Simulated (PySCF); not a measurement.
# ClFH6OSi3: the cost of one run

The runs use PySCF 2.14.0, with density-fitted response routines of our own; the level of theory stands in each step. All values are computed, except where a source is named. Atoms are numbered from 0 throughout.

### 1 The molecule as given

12 atoms, charge 0, multiplicity 1; geometry from: GFN2-xTB. The atoms were then displaced at random by about 0.01 Å, so the start is not that level's minimum.

Bonds of the start (Å): F0–Si1 1.63, Si1–Si2 2.30, Si1–Cl3 2.02, Si1–O4 1.62, O4–Si5 1.63, Si2–H6 1.47, Si2–H7 1.44, Si2–H8 1.44, Si5–H9 1.45, Si5–H10 1.47, Si5–H11 1.46.

### 2 Relaxing the molecule at PBE0-D3(BJ)/def2-SVP

What the job is given:

```
{"job": {"xc": "PBE0", "basis": "def2-SVP", "d3": "d3bj", "grid": 1, "shake": 0.01, "kind": "geom"}, "charge": 0, "multiplicity": 1}
F     -0.204930     0.673740     2.097940
Si    -0.358200     0.795680     0.483030
Si    -2.372650    -0.046240    -0.255390
Cl     0.160310     2.713980     0.098020
O      0.818960    -0.157610    -0.077750
Si     2.337580    -0.711590    -0.247530
H     -2.422280    -1.497520    -0.051400
H     -3.457400     0.566230     0.475680
H     -2.566390     0.227550    -1.654150
H      3.088950     0.299540    -0.965610
H      2.885080    -0.954210     1.093570
H      2.130670    -1.937830    -1.005430
```

Run with:

```
$ OMP_NUM_THREADS=1 python probes_run.py task.json out
```

This one command runs all jobs of the session in turn.

**Question.** How long does this first job take on 1 thread of Arm Neoverse V2, shared host, and how much memory does it need?

About 1.8 min, with a peak of 0.55 GiB.
